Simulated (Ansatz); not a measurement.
Write the native input for Ansatz 0.2.0 that does the following.

```
Task                : single point
Functional          : PBE
Potentials or basis : Ansatz PAW
Cutoff              : 420 eV (not typed: the program's choice for these potentials)
k mesh              : 5 × 5 × 5
Occupations         : fermi-dirac, width 0.05 eV
Spin                : no spin polarisation
```

The system is Hf3Pt.

```
Pt Hf
1.0
     5.98855    0.00000    0.00000
    -2.99428    5.18624    0.00000
     0.00000    0.00000    5.13953
Pt Hf
2 6
Cartesian
  0.0000 3.4575 3.8546
  2.9943 1.7287 1.2849
  0.0000 1.7812 1.2849
  -1.4517 4.2956 1.2849
  1.4517 4.2956 1.2849
  2.9943 3.4051 3.8546
  4.4460 0.8906 3.8546
  1.5425 0.8906 3.8546
```

The cell comes from a database or a generator and needn't be the stable form of this composition.

These files were run (other wordings do the same):

input.yaml

```yaml
crystal:
  lattice:
    - [5.9885540451, 0.0, 0.0]
    - [-2.9942770225, 5.186239935, 0.0]
    - [0.0, 0.0, 5.13953]
  atoms:
    - { symbol: Pt, position: [0.3333333333, 0.6666666667, 0.75] }
    - { symbol: Pt, position: [0.6666666667, 0.3333333333, 0.25] }
    - { symbol: Hf, position: [0.171722005, 0.34344401, 0.25] }
    - { symbol: Hf, position: [0.171722005, 0.828277995, 0.25] }
    - { symbol: Hf, position: [0.65655599, 0.828277995, 0.25] }
    - { symbol: Hf, position: [0.828277995, 0.65655599, 0.75] }
    - { symbol: Hf, position: [0.828277995, 0.171722005, 0.75] }
    - { symbol: Hf, position: [0.34344401, 0.171722005, 0.75] }
hamiltonian:
  xc: pbe
  pseudopotentials: { kind: paw }
kpoints:
  mp_grid: { grid: [5, 5, 5] }
scf:
  occupations: { method: fermi_dirac, width: 0.05 }
output:
  forces: true
  stress: true
  eigenvalues: true
  write_density: true
  write_potential: true
  elf: true
  volumetric_format: npy
```

Potentials or basis: Ansatz PAW.

The run is started by

```console
$ ansatz run input.yaml --threads 4 --pin off --max-ram 10240MiB --backend cpu --events-out ev --progress --plain --runs-dir out
```

It gave:

```json
{
 "Pressure": "0.3 GPa",
 "Largest force": "0.090 eV/Å",
 "Band gap on the k mesh": "none (metal or under the smearing width)"
}
```

Wall time 2.8 s on 4 threads of Intel(R) Xeon(R) 6975P-C (Granite Rapids), on a shared host, peak memory 0.87 GiB.
